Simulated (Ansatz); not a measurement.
# CSeS (SMILES S=C=[Se]): RPA@PBE/STO-3G

What is the electronic atomisation energy of CSeS at RPA@PBE/STO-3G? 

Program for the calculation: Ansatz 0.2.0.

60 further runs of the same task are left out: 11 that didn't finish, 49 set aside as unsound or not needed.

## Step 1: The system as given

CSeS has 3 atoms, charge 0, and is taken as a singlet. As SMILES, `S=C=[Se]`. Geometry: relaxed at PBE0-D4/def2-TZVP.

Bond lengths: S1–C2 1.545 Å, C2–Se3 1.692 Å. Angles: S1–C2–Se3 180.0°.

## Step 2: A single-point energy at RPA@PBE/STO-3G

molecule.yaml

```yaml
crystal:
  periodic: [false, false, false]
  atoms:
    - {symbol: S, position_ang: [1.140390, -0.992250, 0.505660]}
    - {symbol: C, position_ang: [0.035180, -0.030610, 0.015600]}
    - {symbol: Se, position_ang: [-1.175570, 1.022860, -0.521270]}
basis:
  gaussian: {orbitals: STO-3G}
hamiltonian: {xc: pbe}
correlation: {method: rpa, frozen_orbitals: {C: 1, S: 5, Se: 9}}
accuracy: high
```

Launch:

```
$ ansatz run molecule.yaml --threads 1 --pin off --max-ram 3480MiB --events-out events.jsonl --progress --plain --runs-dir runs
```

The program printed:

```text
Warning: RAYON_NUM_THREADS=1 ignored (pool sized by the plan → 1); use --threads N
Functional definition: PBE
  name "PBE"
  parameter kappa = 0.804
  parameter beta = 0.06672455060314922
  exchange = pbe_x(kappa = kappa, mu = beta*pi^2/3)
  correlation = pbe_c(beta = beta)
475 factors; integrals over basis functions are off by at most 1.3e-8 eV
mean field evaluation 1: about -76344.9604 eV, gradient 1.5e1 eV
mean field evaluation 2: about -76344.9106 eV, gradient 1.5e1 eV
mean field evaluation 4: about -76345.4615 eV, gradient 1.2e1 eV
mean field evaluation 8: about -76346.0295 eV, gradient 3.2e-2 eV
mean field evaluation 16: about -76346.0295 eV, gradient 1.9e-7 eV
mean field -76346.02953368 eV, -2805.6648361653 hartree, gradient 8.4e-9 eV, S^2 0.000000; 0 other end points of the search recorded, 0 dependent functions left out
15 core orbitals not correlated: weight in the atoms' cores, before any rotation towards them, 0.999 or more for the frozen orbitals, at most 0.000 for the correlated occupied ones
reference -76303.14034424 eV, -2804.0886875245 hartree; 13, 13 occupied and 4, 4 virtual orbitals, 475 factors
Total energy: -76309.84194004 eV, -2804.3349666279 hartree
```

It took 1.8 s on 1 thread of Arm Neoverse V2, shared host; peak memory 0.1 GiB.

## Step 3: The C atom, same level

job.yaml

```yaml
crystal:
  periodic: [false, false, false]
  atoms:
    - {symbol: C, position_ang: [0.000000, 0.000000, 0.000000]}
basis:
  gaussian: {orbitals: STO-3G}
magnetization: {spin_polarized: true, initial_magnetization: 2}
hamiltonian: {xc: {name: PBE}}
correlation: {method: rpa, frozen_orbitals: {C: 1}}
accuracy: high
```

Launch:

```
$ ansatz run job.yaml --threads 1 --pin off --max-ram 3480MiB --events-out events.jsonl --progress --plain --runs-dir runs
```

The program printed, cut to the lines that bear on the results:

```text
Warning: RAYON_NUM_THREADS=1 ignored (pool sized by the plan → 1); use --threads N
[... 6 set-up lines as earlier in the session ...]
15 factors; integrals over basis functions are off by at most 9.8e-10 eV
mean field evaluation 1: about -1014.6260 eV, gradient 1.7e-12 eV
mean field evaluation 2: about -1014.6263 eV, gradient 7.8e-12 eV
mean field evaluation 4: about -1014.6261 eV, gradient 0.0e0 eV
mean field evaluation 8: about -1014.6262 eV, gradient 9.5e-2 eV
mean field evaluation 16: about -1014.6261 eV, gradient 1.1e-11 eV
mean field -1014.62632258 eV, -37.2868296162 hartree, gradient 1.5e-23 eV, S^2 2.000000; 7 other end points of the search recorded, 0 dependent functions left out
1 core orbitals not correlated: weight in the atoms' cores, before any rotation towards them, 1.000 or more for the frozen orbitals, at most 0.000 for the correlated occupied ones
reference -1012.21982732 eV, -37.1983925466 hartree; 3, 1 occupied and 1, 3 virtual orbitals, 15 factors
Total energy: -1013.94380846 eV, -37.2617476849 hartree
```

Wall time 0.32 s (1 thread of Arm Neoverse V2, shared host).

## Step 4: The S atom at the same level

in.yaml

```yaml
crystal:
  periodic: [false, false, false]
  atoms:
    - {symbol: S, position_ang: [0.000000, 0.000000, 0.000000]}
basis:
  gaussian:
    orbitals: STO-3G
magnetization:
  spin_polarized: true
  initial_magnetization: 2
hamiltonian:
  xc: pbe
correlation:
  method: rpa
  frozen_orbitals: {S: 5}
accuracy: high
```

Run the same way, it converges to -393.15871 Eh (log not shown).

## Step 5: The Se atom, same level

run.yaml

```yaml
crystal:
  periodic: [false, false, false]
  atoms:
    - {symbol: Se, position_ang: [0.000000, 0.000000, 0.000000]}
basis:
  gaussian: {orbitals: STO-3G}
total_charge: 0
magnetization: {spin_polarized: true, initial_magnetization: 2}
hamiltonian: {xc: {name: PBE}}
correlation: {method: rpa, frozen_orbitals: {Se: 9}}
accuracy: high
```

Run the same way, it converges to -2373.55581 Eh (log not shown).

## Step 6: What came out

Level: RPA@PBE/STO-3G, 15 core orbitals frozen.

```
                                  quantity           value
                    molecule: total energy  -2804.33497 Eh
molecule: RPA correlation energy (valence)      -246.3 mEh
                      C atom: total energy    -37.26175 Eh
  C atom: RPA correlation energy (valence)       -63.4 mEh
 C atom: ⟨S²⟩ of the reference determinant           2.000
                      S atom: total energy   -393.15871 Eh
  S atom: RPA correlation energy (valence)       -29.2 mEh
 S atom: ⟨S²⟩ of the reference determinant           2.000
                     Se atom: total energy  -2373.55581 Eh
 Se atom: RPA correlation energy (valence)       -30.6 mEh
Se atom: ⟨S²⟩ of the reference determinant           2.000
             electronic atomisation energy        9.761 eV
```

What this shows: Taking the molecule apart into free atoms costs 9.76 eV (225 kcal/mol), before zero-point energy and without spin-orbit coupling. In a minimal basis such a difference can be off by several eV, whatever the method.
